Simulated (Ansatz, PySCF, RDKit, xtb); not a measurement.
# Which structure has the formula AuNS?

Given the formula AuNS and nothing else, which arrangement of the atoms is the most stable in the gas at 298.15 K, and what are its properties?

Plan: many cheap relaxations first (GFN2-xTB), then density-functional screening, relaxation at r2SCAN-D4/def2-SVP, vibrations and a final energy. The numbers are computed, not measured.

5 further runs of the same task are left out: 5 set aside as unsound or not needed.

## (1) Drawing up candidates

A program enumerates the bonding patterns with one Lewis structure each (two rings at most, one unusual centre or charged pair), with their diastereomers. O–O, O–halogen and N–halogen bonds and N–N–N chains are not drawn. That gives 3 candidates.

| label | SMILES | spin |
| --- | --- | --- |
| c124 | N#[S][Au] | singlet |
| c533 | S=[N][Au] | singlet |
| c904 | [N]1=[S+][Au-]1 | singlet |

Candidates are built by distance geometry, with a force field where one applies, in up to four conformers (letters a to d). 1 start with atoms placed at random is added, to find patterns that the rules miss.

**Question.** With final energies at CCSD(T)/def2-TZVPP, which structure will this search put lowest in free energy, and by what margin?

| quantity | value |
| --- | --- |
| lowest structure found | N#[S][Au], singlet, Cs |
| next finalist | S=[N][Au], singlet, 9.8 kcal/mol higher in G |
| share at equilibrium, among the finalists | 100.0 % |
| harmonic wavenumbers, lowest and highest (r2SCAN-D4/def2-SVP) | 220 and 1277 cm⁻¹ |
| rotational constants, same geometry | 1.259, 0.0672, 0.06379 cm⁻¹ |
| dipole moment (PBE0/def2-TZVPD) | 1.94 D |
| HOMO energy (PBE0/def2-TZVPD) | -6.55 eV |
| LUMO energy (PBE0/def2-TZVPD) | -3.61 eV |
| HOMO–LUMO gap (PBE0/def2-TZVPD) | 2.94 eV |
| lowest excitation (TD-B3LYP/def2-SVPD) | 1.19 eV (f = 0.000) |
| lowest triplet excitation, same level, Tamm-Dancoff | 0.67 eV |
| vertical ionisation energy | 8.50 eV |
| vertical electron affinity | 1.93 eV |
| vertical triplet less singlet | +0.58 eV |

The search ends on `N#[S][Au]`. The margin of 9.8 kcal/mol over the next finalist is beyond the usual error of the last level; it says nothing of structures that weren't ranked. r2SCAN-D4/def2-SVP, r2SCAN-D4/def2-SVP, relaxed and MP2/def2-TZVPP already put its bonding pattern lowest among the structures in one piece; HF/def2-TZVPP favours the triplet S=[N][Au]. A large T1 diagnostic among the finalists warns that one reference determinant may not suffice. It concerns: the winner; the finalist S=[N][Au] (singlet); the finalist S=[N][Au] (triplet). Spin-orbit coupling, which matters for elements this heavy, is left out. The stability test flags a direction of broken symmetry, so one determinant of this kind may describe the structure poorly. Lowest found is not proven lowest: the search is finite, and each finalist counts with one conformer.
